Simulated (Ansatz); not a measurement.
What does this script print? It uses Ansatz 0.2.0 through its Python package.

The script, `run_vcrelax.py`:
```python
'''Relax cell and ions of TePb.'''

import ansatz as az
from ase import Atoms
from ase.neighborlist import neighbor_list
import numpy as np
from pymatgen.core import Lattice, Structure
from pymatgen.io.ase import AseAtomsAdaptor

def edges_and_angles(cell):
    cell = np.asarray(cell)
    a, b, c = np.linalg.norm(cell, axis=1)
    cosines = cell[1] @ cell[2] / (b * c), cell[0] @ cell[2] / (a * c), cell[0] @ cell[1] / (a * b)
    return (a, b, c, *np.degrees(np.arccos(cosines)))

pmg_structure = Structure(
    Lattice([(0.0, 3.231, 3.231), (3.231, 0.0, 3.231), (3.231, 3.231, 0.0)]),
    ['Te', 'Pb'],
    [
        (0.5, 0.5, 0.5),
        (0.0, 0.0, 0.0),
    ],
)
system = az.Crystal.from_ase(AseAtomsAdaptor.get_atoms(pmg_structure))

# a pressure is positive in compression
job = system.calculation()
job = job.scf(max_iterations=80, extra_bands=6)
job = job.kpoints(3, 3, 3, center='gamma')
job = job.functional('revpbe').occupations('fixed')
job = job.relax(force_tolerance=0.05, density_extrapolation='none', pressure=30, stress_tolerance=0.05)
steps = []


def collect(event):
    if event['event'] == 'relax_step':
        steps.append(event['data'])


done = job.session().plan().execute(on_event=collect)
rep = done.report
for s in steps:
    flag = '' if s['accepted'] else '  (rejected)'
    print('step %2d  E = %.5f eV  largest force component = %.4f eV/A%s' % (s['step'], s['lagrangian_ev'], s['allowed_force_max_ev_ang'], flag))

first, last = steps[0], steps[-1]
symbols = [site.symbol for site in done.lattice.sites]
print(f'energy gained {first["lagrangian_ev"] - last["lagrangian_ev"]:.4f} eV in {len(steps) - 1} steps')
for label, vectors in (('before', first['cell_ang']), ('after', done.lattice.cell_ang)):
    print(label, 'a b c (A) {:.4f} {:.4f} {:.4f}  angles {:.2f} {:.2f} {:.2f}'.format(*edges_and_angles(vectors)), f' V = {abs(np.linalg.det(vectors)):.3f} A^3')
print('final stress xx yy zz (GPa, compression positive):', np.round(np.diag(rep['stress_gpa']), 3) + 0.0)

final = Atoms(symbols, positions=last['positions_ang'], cell=done.lattice.cell_ang, pbc=True)
i, j, d = neighbor_list('ijd', final, 4.5)
print('neighbours within 1.15 times the shortest distance of each atom (A)')
for atom in range(len(final)):
    near = [m for m in np.argsort(d) if i[m] == atom]
    shell = [m for m in near if d[m] < 1.15 * d[near[0]]]
    print(f'{symbols[atom]}{atom} ({len(shell)}):', ', '.join(f'{symbols[j[m]]} {d[m]:.3f}' for m in shell))

print('relaxed fractional positions')
for site in done.lattice.sites:
    print(f'  {site.symbol:2s}', ' '.join(f'{v % 1:8.5f}' for v in np.round(site.position_frac, 5)))

for key in ('converged', 'n_iterations', 'n_electrons', 'n_kpoints', 'n_pw', 'n_symmetry_ops', 'free_energy_ev', 'fermi_energy_ev'):
    print(f'{key:18s} {rep[key]}')
```

Running `python run_vcrelax.py` prints:
```text
DeckWarning: basis.ecutwfc = 420 eV, auto-derived from the records' recommended cutoffs: set by Te (normal level)
step  1  E = -18904.38823 eV  largest force component = 0.0000 eV/A
step  2  E = -18903.93577 eV  largest force component = 0.0000 eV/A
step  3  E = -18902.76898 eV  largest force component = 0.0000 eV/A
step  4  E = -18902.97778 eV  largest force component = 0.0000 eV/A
step  5  E = -18902.94970 eV  largest force component = 0.0000 eV/A
step  6  E = -18902.94792 eV  largest force component = 0.0000 eV/A
energy gained -1.4403 eV in 5 steps
before a b c (A) 4.5693 4.5693 4.5693  angles 60.00 60.00 60.00  V = 67.459 A^3
after a b c (A) 4.1493 4.1493 4.1493  angles 60.00 60.00 60.00  V = 50.512 A^3
final stress xx yy zz (GPa, compression positive): [29.974 29.974 29.974]
neighbours within 1.15 times the shortest distance of each atom (A)
Te0 (6): Pb 2.934, Pb 2.934, Pb 2.934, Pb 2.934, Pb 2.934, Pb 2.934
Pb1 (6): Te 2.934, Te 2.934, Te 2.934, Te 2.934, Te 2.934, Te 2.934
relaxed fractional positions
  Te  0.50000  0.50000  0.50000
  Pb  0.00000  0.00000  0.00000
converged          True
n_iterations       6
n_electrons        30.0
n_kpoints          4
n_pw               965
n_symmetry_ops     48
free_energy_ev     -18902.947917502715
fermi_energy_ev    13.729906340599015
```
(Warnings from the package without file and line.)

Caveats:
- The settings weren't tested for convergence.
- Forces vanish by symmetry, so the ions can't move, and the end may be a saddle.
- Part of the cell is held or a pressure is applied, so the end point needn't be the zero-pressure lattice.
- At a fixed pressure a relaxation lowers the enthalpy F + PV, while F alone can rise.
- The Fermi level of a run with fixed occupations marks the highest occupied state on its mesh, not mid-gap.
- Energy and stress may still move on a finer k-point mesh.
- Only differences from the Fermi energy are physical; the zero of the scale is a convention.
- Energies along a relaxation are free energies. Rows at an unchanged volume are solved on a plane-wave basis chosen afresh for that cell, so the energy jumps there and such rows are no steps of the walk.
- Edges and angles are those of the cell as typed, here a primitive one, not of the conventional cell.
- Symmetry holds the cell in this phase, whether or not it is the stable one at this pressure.
- Spin-orbit coupling, which matters for elements this heavy, is left out.
- The structure is a deposited one; some such entries were measured under pressure or heat, so a shift against it needn't be the functional's error alone.
- Timing: 4.3 s on 1 thread of Intel(R) Xeon(R) Processor @ 2.30GHz, with other jobs on the host, peak memory 0.57 GiB.
